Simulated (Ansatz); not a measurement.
# VH, space group P6_3/mmc: a comparison of magnetic orders

Computed with Ansatz 0.2.0 through its Python package.

`vh_orders.py`
```python
"""Ferro, antiferro and non-magnetic states of VH."""

import ansatz
import numpy as np


def count_gap(report):
    # lowest empty less highest filled band, counting bands; zero where they overlap
    return max(report.get("gap_by_band_count_ev") or 0.0, 0.0)

CELL = [
    [2.73558, 0.0, 0.0],
    [-1.36779, 2.369082, 0.0],
    [0.0, 0.0, 4.935968],
]
ATOMS = [
    ("V", [0.0, 0.0, 0.0]),
    ("V", [0.0, 0.0, 0.5]),
    ("H", [2 / 3, 1 / 3, 0.75]),
    ("H", [1 / 3, 2 / 3, 0.25]),
]


def with_moments(moments):
    crystal = ansatz.Crystal(lattice=ansatz.Lattice.of(CELL))
    for (symbol, position), moment in zip(ATOMS, moments):
        crystal = crystal.atom(symbol, position, moment=moment or None)
    return crystal


def main() -> None:
    # starting moments in muB, one an atom
    orders = {
        "FM": [1.5, 1.5, 0, 0],
        "AFM": [1.5, -1.5, 0, 0],
    }

    rows = []
    for label, moments in orders.items():
        base = with_moments(moments).calculation()
        base = base.functional(ansatz.Functional.LDA).pseudopotentials("paw")
        base = base.kpoints(length=22)
        base = base.occupations(ansatz.OccupationsMethod.FERMI_DIRAC, width=0.05).scf(tolerance=1e-05)
        base = base.spin("collinear").band_table()
        data = base.run().report
        rows.append((label, data["free_energy_ev"], data["magnetization_mub"], data["absolute_magnetization_mub"], max(abs(m) for m in data["site_moments_mub"]), count_gap(data)))
        print(label, "site moments:", [round(m, 2) for m in data["site_moments_mub"]])

    lowest = min(row[1] for row in rows)
    rows = [(row[0], 1000 * (row[1] - lowest) / 2, *row[2:]) for row in sorted(rows, key=lambda row: row[1])]
    for row in rows:
        print("; ".join(f"{name} = {round(v, 4) if isinstance(v, float) else v}" for name, v in zip(["order", "meV/magnetic atom", "net muB", "absolute muB", "largest site muB", "gap by band count eV"], row)))
    print("lowest of these starts:", rows[0][0])


if __name__ == "__main__":
    main()
```

```console
$ python vh_orders.py
DeckWarning: basis.ecutwfc = 420 eV, auto-derived from the records' recommended cutoffs: set by V (normal level)
RunWarning: the starting moments were not kept: the SCF closed with an absolute magnetisation of 8.6e-6 μB, where they sum to 3 μB in size (2 sites). That is at most 0.1 of that sum. Measured as [...]
FM site moments: [0.0, 0.0, 0.0, 0.0]
AFM site moments: [-0.0, 0.0, 0.0, 0.0]
order = FM; meV/magnetic atom = 0.0; net muB = 0.0; absolute muB = 0.0; largest site muB = 0.0; gap by band count eV = 0.0
order = AFM; meV/magnetic atom = 0.0; net muB = 0.0; absolute muB = 0.0; largest site muB = 0.0; gap by band count eV = 0.0
lowest of these starts: FM
```
(Warnings from the package without file and line, shortened, repeats left out.)

Reading the output:
- The settings weren't tested for convergence.
- The SCF didn't keep the moments it started from (some shrank, vanished or turned); what is printed is the state reached.
- For a metal this k-point mesh is coarse: on a finer one energies can move by several to tens of meV an atom and pressures by half a GPa or more, differences at one mesh by less.
- A gap by band count of zero or less means overlapping bands, a metal.
- The structure comes from a database of computed cells and needn't be a stable or known phase.
- Levels are Kohn-Sham eigenvalues on this mesh.
- Each row is the state reached from that start at the given structure, not necessarily the lowest of its order; other orders weren't tried.
- Timing: 14 s on 1 thread of Arm Neoverse V2 (shared host), peak memory 0.44 GiB.
